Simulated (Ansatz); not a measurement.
**Mg on graphene monolayer: hop by a lattice vector of the surface**

Wanted: the energy profile along the hop by a lattice vector of the surface, from relaxed end points and a band of images. The slab cell is 3×3, 1 layer thick, and the adsorbate is set down on it by hand.

Program: Ansatz 0.2.0. Level of theory: DFT PBE+D3(BJ), plane waves, PAW, scalar-relativistic, no spin polarisation. These are calculated values, not measurements.

## Step 1: The starting structure

The cell holds 19 atoms (C18Mg): a = 7.398 Å, b = 7.398 Å, c = 11.000 Å, α = 90.00°, β = 90.00°, γ = 120.00°.

Its coordinates follow in the input file.

## Step 2: Relaxing end A

Contents of input.yaml:

```yaml
crystal:
  lattice:
    - [7.398, 0.0, 0.0]
    - [-3.699, 6.406856, 0.0]
    - [0.0, 0.0, 11.0]
  atoms:
    - { symbol: C, position: [0.0, 0.0, 0.0909091] }
    - { symbol: C, position: [0.2222222, 0.1111111, 0.0909091] }
    - { symbol: C, position: [0.0, 0.3333333, 0.0909091] }
    - { symbol: C, position: [0.2222222, 0.4444444, 0.0909091] }
    - { symbol: C, position: [0.0, 0.6666667, 0.0909091] }
    - { symbol: C, position: [0.2222222, 0.7777778, 0.0909091] }
    - { symbol: C, position: [0.3333333, 0.0, 0.0909091] }
    - { symbol: C, position: [0.5555556, 0.1111111, 0.0909091] }
    - { symbol: C, position: [0.3333333, 0.3333333, 0.0909091] }
    - { symbol: C, position: [0.5555556, 0.4444444, 0.0909091] }
    - { symbol: C, position: [0.3333333, 0.6666667, 0.0909091] }
    - { symbol: C, position: [0.5555556, 0.7777778, 0.0909091] }
    - { symbol: C, position: [0.6666667, 0.0, 0.0909091] }
    - { symbol: C, position: [0.8888889, 0.1111111, 0.0909091] }
    - { symbol: C, position: [0.6666667, 0.3333333, 0.0909091] }
    - { symbol: C, position: [0.8888889, 0.4444444, 0.0909091] }
    - { symbol: C, position: [0.6666667, 0.6666667, 0.0909091] }
    - { symbol: C, position: [0.8888889, 0.7777778, 0.0909091] }
    - { symbol: Mg, position: [0.1601539, 0.9111359, 0.2672727] }
basis:
  ecutwfc: 420.0
kpoints:
  mp_grid: { grid: [2, 2, 1] }
hamiltonian:
  xc: pbe
  dispersion: d3bj
scf:
  occupations: { method: fermi_dirac, width: 0.05 }
  lower_state_search: "off"
relax:
  f_tol: 0.03
  max_steps: 60
  adjacent_minimum: "off"
```

Run with:

```bash
ansatz run input.yaml --threads 1 --pin off --max-ram 3072MiB --backend cpu --events-out ev --progress --plain --runs-dir out
```

The log of the run, cut to the lines that bear on the results:

```text
Warning: RAYON_NUM_THREADS=1 ignored (pool sized by the plan → 1); use --threads N
[...]
Pseudopotentials: kind: paw
Pseudopotential: C, paw, valence charge 4, recommended cutoff 420 eV (normal), C.paw.azcp
Pseudopotential: Mg, paw, valence charge 10, recommended cutoff 420 eV (normal), Mg.paw.azcp
Functional definition: PBE
[...]
Crystal: 19 atoms, lattice volume = 521.377 Å³
Basis set: ecut = 420 eV, 10225 PW (Γ), exchange–correlation on 100×100×150 points (8 copies of the dense FFT grid, shifted against one another)
Bands: 60, of which v1, the nominal top of the filled ones, is band 41 counted from 1 (40 counted from 0)
Symmetry: 1 space group operations
Space group: P1 (ITA 1), of the structure as read, at distance tolerance 8.0e-5 Å
k-points: 4
[...]
SCF iter   1: F=—  HF=-6440.098903 eV  |F-HF|=—  |Δ(HF+E_count)|=         —  Δρ=3.03e-3  dr2=1.30e-1  ethr=1.77e-3  ⟨swp⟩=14.2  Hψ=1836  notcnv=0  defer=21
[...]
relax step   1: F+E_penalty+E_count = -6440.10184635 eV  Δ(F+E_penalty+E_count) = +0.000e0 eV  max|allowed force component| = 1.083e0 eV/Å  Δτ_max = 0.0000 Å  (8 SCF iters, dr2 threshold 2.25e-5 eV, accepted)
[...]
relax step   4: F+E_penalty+E_count = -6440.32038601 eV  Δ(F+E_penalty+E_count) = -6.329e-2 eV  max|allowed force component| = 3.669e-1 eV/Å  Δτ_max = 0.1963 Å  (6 SCF iters, dr2 threshold 2.13e-5 eV, accepted)
[...]
WARN: dispersion: an atom stands within reach of a switch of its C6 between two reference coordination numbers of its element: through that C6 alone, e_disp changes by 0.025 eV or more while the distances to its neighbours run over a stretch of 0.05 Å that contains this geometry (sites [...]
relax step   5: F+E_penalty+E_count = -6440.48698253 eV  Δ(F+E_penalty+E_count) = -1.666e-1 eV  max|allowed force component| = 1.309e0 eV/Å  Δτ_max = 0.1920 Å  (8 SCF iters, dr2 threshold 2.78e-5 eV, accepted)
[...]
SCF iter   3: F=—  HF=-6440.609898 eV  |F-HF|=—  |Δ(HF+E_count)|=   2.52e-3  Δρ=3.72e-4  dr2=3.45e-3  ethr=1.70e-5  ⟨swp⟩=2.0  Hψ=383  notcnv=0  defer=47
```

## Step 3: The output, continued: end point A relaxed

The log, continued, cut to the lines that bear on the results:

```text
SCF iter   4: F=—  HF=-6440.609753 eV  |F-HF|=—  |Δ(HF+E_count)|=   1.45e-4  Δρ=1.23e-4  dr2=1.57e-4  ethr=4.21e-6  ⟨swp⟩=2.0  Hψ=199  notcnv=0  defer=47
[...]
relax step   6: F+E_penalty+E_count = -6440.60968892 eV  Δ(F+E_penalty+E_count) = -1.227e-1 eV  max|allowed force component| = 4.583e-1 eV/Å  Δτ_max = 0.1948 Å  (5 SCF iters, dr2 threshold 1.00e-4 eV, accepted)
[...]
relax step  10: F+E_penalty+E_count = -6440.72389734 eV  Δ(F+E_penalty+E_count) = -3.220e-3 eV  max|allowed force component| = 1.504e-2 eV/Å  Δτ_max = 0.0870 Å  (6 SCF iters, accepted)
[...]
relax step  11: F+E_penalty+E_count = -6440.72424005 eV  Δ(F+E_penalty+E_count) = -3.427e-4 eV  max|allowed force component| = 9.605e-3 eV/Å  Δτ_max = 0.0339 Å  (5 SCF iters, accepted)
SCF converged after 5 iterations
Free energy (F): -6440.724240 eV
[...]
E sigma→0 (E₀):  -6440.696205 eV
[...]
    - { symbol: C, position: [0.33547232097739255, 0.33502824440374407, 0.0845325056120453] }
    - { symbol: C, position: [0.5567934736418776, 0.44564134834041436, 0.08471837259585549] }
    - { symbol: C, position: [0.3354736435863967, 0.66695618287397, 0.08452411351757483] }
    - { symbol: C, position: [0.5567926049917067, 0.7776628733415405, 0.08471685384328576] }
    - { symbol: C, position: [0.6687765952556077, 0.001625925032310369, 0.08470259622578351] }
    - { symbol: C, position: [0.8900917999727618, 0.11233635696640454, 0.08462804272900279] }
    - { symbol: C, position: [0.6687775145419721, 0.33366271131217135, 0.08470119199261465] }
    - { symbol: C, position: [0.8900905619105223, 0.4442655855386081, 0.084618897022847] }
    - { symbol: C, position: [0.6674048575115653, 0.6669572616948365, 0.08467434390304815] }
    - { symbol: C, position: [0.8913375828355461, 0.7789236150788709, 0.08432869238289771] }
    - { symbol: Mg, position: [0.1300787979237214, 0.8975030617565979, 0.3826781820075669] }
```

It took 3 min on 1 thread of AMD EPYC (Zen 3), shared host; peak memory 0.63 GiB.

Relaxation path:

| step | energy from step 1 (eV/cell) | largest force component (eV/Å) |
| --- | --- | --- |
| 1 | 0.0000 | 1.0830 |
| 2 | -0.0783 | 0.7062 |
| 3 | -0.1553 | 0.3211 |
| 4 | -0.2185 | 0.3669 |
| 5 | -0.3851 | 1.3094 |
| 6 | -0.5078 | 0.4583 |
| 7 | -0.5624 | 0.3676 |
| 8 | -0.6102 | 0.1169 |
| 9 | -0.6188 | 0.0572 |
| 10 | -0.6221 | 0.0150 |
| 11 | -0.6224 | 0.0096 |

Step 1 is the start.

The atom that moved most is Mg19, by 1.28 Å.

## Step 4: Nudged elastic band

crystal.atoms is end A as relaxed above, and neb.final_atoms is the same geometry shifted by the lattice vector, with the slab's atoms relabelled. With 7 inner images the band has 9 in all.

Contents of input.yaml:

```yaml
crystal:
  lattice:
    - [7.398, 0.0, 0.0]
    - [-3.699, 6.406856, 0.0]
    - [0.0, 0.0, 11.0]
  atoms:
    - { symbol: C, position: [0.00205634, 0.0003669, 0.08427058] }
    - { symbol: C, position: [0.22349849, 0.11109758, 0.08415018] }
    - { symbol: C, position: [0.0007991, 0.33365419, 0.08472686] }
    - { symbol: C, position: [0.22475493, 0.44563187, 0.08469577] }
    - { symbol: C, position: [0.00205442, 0.66819962, 0.08425916] }
    - { symbol: C, position: [0.22350023, 0.77891254, 0.08413957] }
    - { symbol: C, position: [0.33423716, 0.00037373, 0.08408734] }
    - { symbol: C, position: [0.55816357, 0.11233621, 0.08448325] }
    - { symbol: C, position: [0.33547232, 0.33502824, 0.08453251] }
    - { symbol: C, position: [0.55679347, 0.44564135, 0.08471837] }
    - { symbol: C, position: [0.33547364, 0.66695618, 0.08452411] }
    - { symbol: C, position: [0.5567926, 0.77766287, 0.08471685] }
    - { symbol: C, position: [0.6687766, 0.00162593, 0.0847026] }
    - { symbol: C, position: [0.8900918, 0.11233636, 0.08462804] }
    - { symbol: C, position: [0.66877751, 0.33366271, 0.08470119] }
    - { symbol: C, position: [0.89009056, 0.44426559, 0.0846189] }
    - { symbol: C, position: [0.66740486, 0.66695726, 0.08467434] }
    - { symbol: C, position: [0.89133758, 0.77892362, 0.08432869] }
    - { symbol: Mg, position: [0.1300788, 0.89750306, 0.38267818] }
basis:
  ecutwfc: 420.0
kpoints:
  mp_grid: { grid: [2, 2, 1] }
hamiltonian:
  xc: pbe
  dispersion: d3bj
scf:
  occupations: { method: fermi_dirac, width: 0.05 }
  lower_state_search: "off"
neb:
  images: 7
  f_tol: 0.05
  initial_path: linear
  max_iterations: 11
  spring: 1.0
  final_atoms:
    - { symbol: C, position: [0.00073819, 0.00029059, 0.08467434] }
    - { symbol: C, position: [0.22467091, 0.11225695, 0.08432869] }
    - { symbol: C, position: [0.00210993, 0.33495926, 0.0847026] }
    - { symbol: C, position: [0.22342513, 0.44566969, 0.08462804] }
    - { symbol: C, position: [0.00211084, 0.66699604, 0.08470119] }
    - { symbol: C, position: [0.22342389, 0.77759892, 0.0846189] }
    - { symbol: C, position: [0.33538775, 0.00153295, 0.08425916] }
    - { symbol: C, position: [0.55683356, 0.11224587, 0.08413957] }
    - { symbol: C, position: [0.33538967, 0.33370023, 0.08427058] }
    - { symbol: C, position: [0.55683182, 0.44443091, 0.08415018] }
    - { symbol: C, position: [0.33413243, 0.66698752, 0.08472686] }
    - { symbol: C, position: [0.55808826, 0.7789652, 0.08469577] }
    - { symbol: C, position: [0.66880697, 0.00028951, 0.08452411] }
    - { symbol: C, position: [0.89012593, 0.1109962, 0.08471685] }
    - { symbol: C, position: [0.66757049, 0.33370706, 0.08408734] }
    - { symbol: C, position: [0.8914969, 0.44566954, 0.08448325] }
    - { symbol: C, position: [0.66880565, 0.66836157, 0.08453251] }
    - { symbol: C, position: [0.8901268, 0.77897468, 0.08471837] }
    - { symbol: Mg, position: [0.46341213, 1.23083639, 0.38267818] }
  order_check: false
```

Run with:

```bash
ansatz run input.yaml --threads 1 --pin off --max-ram 3072MiB --backend cpu --events-out ev --progress --plain --runs-dir out
```

The log of the run, cut to the lines that bear on the results:

```text
Warning: neb: disabling space-group detection — the band's intermediate images generally break the endpoint symmetry, so no spatial operation reduces the k-mesh or symmetrises the density, except that a semilocal band can use its path's symmetry ahead of convergence; time reversal is [...]
Warning: RAYON_NUM_THREADS=1 ignored (pool sized by the plan → 1); use --threads N
[...]
Pseudopotentials: kind: paw
Pseudopotential: C, paw, valence charge 4, recommended cutoff 420 eV (normal), C.paw.azcp
Pseudopotential: Mg, paw, valence charge 10, recommended cutoff 420 eV (normal), Mg.paw.azcp
Functional definition: PBE
[...]
NEB image 0
Crystal: 19 atoms, lattice volume = 521.377 Å³
Basis set: ecut = 420 eV, 10225 PW (Γ), exchange–correlation on 100×100×150 points (8 copies of the dense FFT grid, shifted against one another)
Bands: 60, of which v1, the nominal top of the filled ones, is band 41 counted from 1 (40 counted from 0)
Symmetry: 1 space group operations
k-points: 4
[...]
SCF iter   1: F=—  HF=-6440.806752 eV  |F-HF|=—  |Δ(HF+E_count)|=         —  Δρ=3.24e-3  dr2=1.99e-1  ethr=1.77e-3  ⟨swp⟩=14.2  Hψ=1645  notcnv=0  defer=20
[...]
NSCF: frozen V_eff on 4 k-points
NEB image 8
[...]
SCF iter  15: F=-6440.724240 eV  HF=-6440.724240 eV  |F-HF|=1.23e-8  |Δ(HF+E_count)|=  1.03e-10  Δρ=9.66e-7  dr2=1.47e-8  ethr=2.31e-11  ⟨swp⟩=2.0  Hψ=725  notcnv=0
[...]
NSCF: frozen V_eff on 4 k-points
NEB end point (image 0): max|allowed force component| = 9.574e-3 eV/Å (the criterion of neb.relax_end_points is 1.000e-2)
NEB end point (image 8): max|allowed force component| = 9.603e-3 eV/Å (the criterion of neb.relax_end_points is 1.000e-2)
NEB image 1
```

## Step 5: The log goes on: band between the two ends

Output, continued, cut to the lines that bear on the results:

```text
[...]
NEB image 2
[...]
NEB image 3
[...]
NEB image 4
[...]
NEB image 5
[...]
NEB image 6
[...]
NEB image 7
[...]
NEB iter   1: max|band force component| = 5.892e-2 eV/Å  barrier→ = 0.0093 eV  barrier← = 0.0093 eV  CI = image 4  Δτ_max = 0.0183 Å  (135 SCF iters)
[...]
NEB iter   2: max|band force component| = 3.126e-2 eV/Å  barrier→ = 0.0087 eV  barrier← = 0.0087 eV  CI = image 4  Δτ_max = 0.0000 Å  (33 SCF iters)
Free energy (F): -6440.715572 eV
[...]
E sigma→0 (E₀):  -6440.679738 eV
Entropy (-TS):   -0.071668 eV (-3.772 meV/atom)
Fermi energy:    -0.448024 eV
[...]
--- Forces (eV/Å), atoms counted from 1 ---
  atom   1  C      0.00996787    -0.00893960     0.00121051
  atom   2  C     -0.03086647     0.01769386    -0.01075149
  atom   3  C      0.01341635    -0.00589682     0.00309804
  atom   4  C     -0.01479476     0.00196593    -0.00302142
[...]
    - { symbol: C, position: [0.33556857381063376, 0.3345145879475849, 0.08410519322037147] }
    - { symbol: C, position: [0.5569320658704437, 0.4451608292488256, 0.08471312653214681] }
    - { symbol: C, position: [0.3349569363583332, 0.6670911363529419, 0.08454691182090693] }
    - { symbol: C, position: [0.5575651157971935, 0.7784256051624626, 0.08476803004293917] }
    - { symbol: C, position: [0.6689244907977335, 0.0010728865047249481, 0.08453552428192973] }
    - { symbol: C, position: [0.8902374198808174, 0.11181639941188315, 0.08457206340608] }
    - { symbol: C, position: [0.6683084227703276, 0.3337965213605456, 0.08466153736643117] }
    - { symbol: C, position: [0.8909022418338943, 0.4450939440160395, 0.08496316520322864] }
    - { symbol: C, position: [0.6682390729379708, 0.6677603720131808, 0.08502028594055755] }
    - { symbol: C, position: [0.8908730559540898, 0.7790793776697079, 0.08474093119596993] }
    - { symbol: Mg, position: [0.2944402663459479, 1.061985218985623, 0.3833642681536443] }
```

Run time: 7.1 min. Hardware: 1 thread of AMD EPYC (Zen 3), shared host; peak memory 0.98 GiB.

## Step 6: The band, image by image

Images 0 and 8 are the ends. Energies count from image 0; the path length is the program's own measure over all atoms.

| image | path (Å) | energy (eV) | Mg19 x y z (Å) | band force (eV/Å) |
| --- | --- | --- | --- | --- |
| 0 | 0.000 | 0.0000 | -2.36 5.75 4.21 | - |
| 1 | 0.297 | 0.0020 | -2.21 6.02 4.21 | 0.013 |
| 2 | 0.594 | 0.0053 | -2.05 6.28 4.21 | 0.022 |
| 3 | 0.889 | 0.0080 | -1.90 6.54 4.22 | 0.031 |
| 4* | 1.183 | 0.0087 | -1.75 6.80 4.22 | 0.031 |
| 5 | 1.489 | 0.0069 | -1.59 7.08 4.22 | 0.024 |
| 6 | 1.794 | 0.0036 | -1.44 7.35 4.21 | 0.023 |
| 7 | 2.098 | 0.0006 | -1.28 7.62 4.21 | 0.016 |
| 8 | 2.401 | 0.0000 | -1.12 7.89 4.21 | - |

The star marks the climbing image.

image, energy (eV) and a bar:
```
        0      0.000 
        1      0.002 #######
        2      0.005 ##################
        3      0.008 ############################
        4      0.009 ##############################
        5      0.007 ########################
        6      0.004 ############
        7      0.001 ##
        8      0.000
```

Positions of all images (Å):

```xyz
19
Lattice="7.398 0.000 0.000 -3.699 6.407 0.000 0.000 0.000 11.000" Properties=species:S:1:pos:R:3 pbc="T T T" image=0 dE=0.0000
C     0.014    0.002    0.927
C     1.242    0.712    0.926
C    -1.228    2.138    0.932
C     0.014    2.855    0.932
C    -2.456    4.281    0.927
C    -1.228    4.990    0.926
C     2.471    0.002    0.925
C     3.714    0.720    0.929
C     1.243    2.146    0.930
C     2.471    2.855    0.932
C     0.015    4.273    0.930
C     1.243    4.982    0.932
C     4.942    0.010    0.932
C     6.169    0.720    0.931
C     3.713    2.138    0.932
C     4.942    2.846    0.931
C     2.470    4.273    0.931
C     3.713    4.990    0.928
Mg   -2.358    5.750    4.209
19
Lattice="7.398 0.000 0.000 -3.699 6.407 0.000 0.000 0.000 11.000" Properties=species:S:1:pos:R:3 pbc="T T T" image=1 dE=0.0020
C     0.013    0.002    0.926
C     1.243    0.713    0.923
C    -1.228    2.139    0.932
C     0.013    2.855    0.931
C    -2.456    4.280    0.929
C    -1.227    4.989    0.925
C     2.472    0.003    0.923
C     3.713    0.720    0.927
C     1.243    2.146    0.928
C     2.471    2.854    0.932
C     0.014    4.273    0.930
C     1.243    4.983    0.932
C     4.942    0.009    0.931
C     6.170    0.719    0.931
C     3.712    2.138    0.932
C     4.942    2.847    0.933
C     2.471    4.274    0.933
C     3.712    4.991    0.930
Mg   -2.206    6.016    4.212
19
Lattice="7.398 0.000 0.000 -3.699 6.407 0.000 0.000 0.000 11.000" Properties=species:S:1:pos:R:3 pbc="T T T" image=2 dE=0.0053
C     0.012    0.002    0.926
C     1.244    0.714    0.922
C    -1.227    2.140    0.932
C     0.012    2.855    0.931
C    -2.455    4.279    0.930
C    -1.226    4.988    0.925
C     2.473    0.004    0.921
C     3.712    0.720    0.926
C     1.244    2.145    0.926
C     2.472    2.854    0.932
C     0.013    4.273    0.930
C     1.244    4.985    0.932
C     4.943    0.009    0.931
C     6.171    0.718    0.930
C     3.711    2.138    0.932
C     4.943    2.849    0.934
C     2.472    4.275    0.934
C     3.711    4.991    0.931
Mg   -2.053    6.279    4.215
19
Lattice="7.398 0.000 0.000 -3.699 6.407 0.000 0.000 0.000 11.000" Properties=species:S:1:pos:R:3 pbc="T T T" image=3 dE=0.0080
C     0.011    0.003    0.925
C     1.244    0.715    0.921
C    -1.226    2.141    0.932
C     0.011    2.856    0.930
C    -2.454    4.279    0.931
C    -1.226    4.988    0.924
C     2.474    0.005    0.921
C     3.711    0.720    0.925
C     1.245    2.144    0.925
C     2.473    2.853    0.932
C     0.012    4.274    0.930
C     1.245    4.986    0.932
C     4.944    0.008    0.930
C     6.172    0.717    0.930
C     3.710    2.138    0.932
C     4.944    2.850    0.934
C     2.473    4.277    0.935
C     3.710    4.991    0.932
Mg   -1.901    6.542    4.217
19
Lattice="7.398 0.000 0.000 -3.699 6.407 0.000 0.000 0.000 11.000" Properties=species:S:1:pos:R:3 pbc="T T T" image=4 dE=0.0087
C     0.010    0.003    0.925
C     1.245    0.716    0.921
C    -1.225    2.143    0.932
C     0.010    2.856    0.930
C    -2.454    4.278    0.932
C    -1.225    4.987    0.925
C     2.474    0.007    0.921
C     3.710    0.720    0.924
C     1.245    2.143    0.925
C     2.474    2.852    0.932
C     0.010    4.274    0.930
C     1.245    4.987    0.932
C     4.945    0.007    0.930
C     6.172    0.716    0.930
C     3.709    2.139    0.931
C     4.944    2.852    0.935
C     2.474    4.278    0.935
C     3.709    4.991    0.932
Mg   -1.750    6.804    4.217
19
Lattice="7.398 0.000 0.000 -3.699 6.407 0.000 0.000 0.000 11.000" Properties=species:S:1:pos:R:3 pbc="T T T" image=5 dE=0.0069
C     0.008    0.002    0.926
C     1.245    0.717    0.921
C    -1.225    2.144    0.932
C     0.008    2.856    0.930
C    -2.453    4.277    0.932
C    -1.225    4.985    0.925
C     2.475    0.007    0.921
C     3.708    0.720    0.925
C     1.246    2.142    0.926
C     2.474    2.851    0.932
C     0.009    4.274    0.930
C     1.246    4.988    0.932
C     4.945    0.005    0.930
C     6.173    0.715    0.931
C     3.708    2.138    0.931
C     4.945    2.853    0.934
C     2.474    4.279    0.935
C     3.707    4.991    0.932
Mg   -1.593    7.076    4.215
19
Lattice="7.398 0.000 0.000 -3.699 6.407 0.000 0.000 0.000 11.000" Properties=species:S:1:pos:R:3 pbc="T T T" image=6 dE=0.0036
C     0.007    0.002    0.927
C     1.246    0.718    0.923
C    -1.224    2.144    0.932
C     0.007    2.856    0.931
C    -2.452    4.275    0.932
C    -1.224    4.984    0.927
C     2.475    0.008    0.922
C     3.707    0.720    0.925
C     1.246    2.140    0.926
C     2.475    2.849    0.930
C     0.007    4.273    0.931
C     1.247    4.989    0.932
C     4.946    0.004    0.930
C     6.174    0.714    0.931
C     3.707    2.138    0.930
C     4.946    2.854    0.933
C     2.475    4.280    0.934
C     3.706    4.991    0.932
Mg   -1.437    7.347    4.213
19
Lattice="7.398 0.000 0.000 -3.699 6.407 0.000 0.000 0.000 11.000" Properties=species:S:1:pos:R:3 pbc="T T T" image=7 dE=0.0006
C     0.006    0.002    0.929
C     1.246    0.718    0.925
C    -1.224    2.145    0.932
C     0.006    2.855    0.931
C    -2.452    4.274    0.932
C    -1.224    4.983    0.929
C     2.475    0.009    0.924
C     3.706    0.719    0.926
C     1.247    2.139    0.927
C     2.475    2.848    0.928
C     0.006    4.273    0.932
C     1.247    4.990    0.932
C     4.946    0.003    0.930
C     6.174    0.712    0.932
C     3.706    2.138    0.928
C     4.946    2.854    0.931
C     2.475    4.281    0.932
C     3.705    4.991    0.932
Mg   -1.282    7.618    4.211
19
Lattice="7.398 0.000 0.000 -3.699 6.407 0.000 0.000 0.000 11.000" Properties=species:S:1:pos:R:3 pbc="T T T" image=8 dE=0.0000
C     0.004    0.002    0.931
C     1.247    0.719    0.928
C    -1.223    2.146    0.932
C     0.004    2.855    0.931
C    -2.452    4.273    0.932
C    -1.223    4.982    0.931
C     2.476    0.010    0.927
C     3.704    0.719    0.926
C     1.247    2.138    0.927
C     2.475    2.847    0.926
C     0.005    4.273    0.932
C     1.247    4.991    0.932
C     4.947    0.002    0.930
C     6.175    0.711    0.932
C     3.704    2.138    0.925
C     4.947    2.855    0.929
C     2.476    4.282    0.930
C     3.704    4.991    0.932
Mg   -1.125    7.886    4.209
```

## Step 7: What came out

```
                    quantity                     value
                       end A  10 moves, 0.622 eV lower
            barrier forwards                  0.009 eV
           barrier backwards                  0.009 eV
second end relative to first                  0.000 eV
               highest image     4 of 0 to 8, climbing
             band iterations                         2
```

In words: The barrier from the first end is 0.009 eV, 0.3 times kT at 300 K. Both ends agree in energy to 1 meV. Both sides of the top are under 10 meV high, within the band's own error, so no barrier is resolved. The input switches the test of curvatures off, so the top was not shown to be a first-order saddle. The value is not shown to be converged in cell size (19 atoms) or k-mesh.
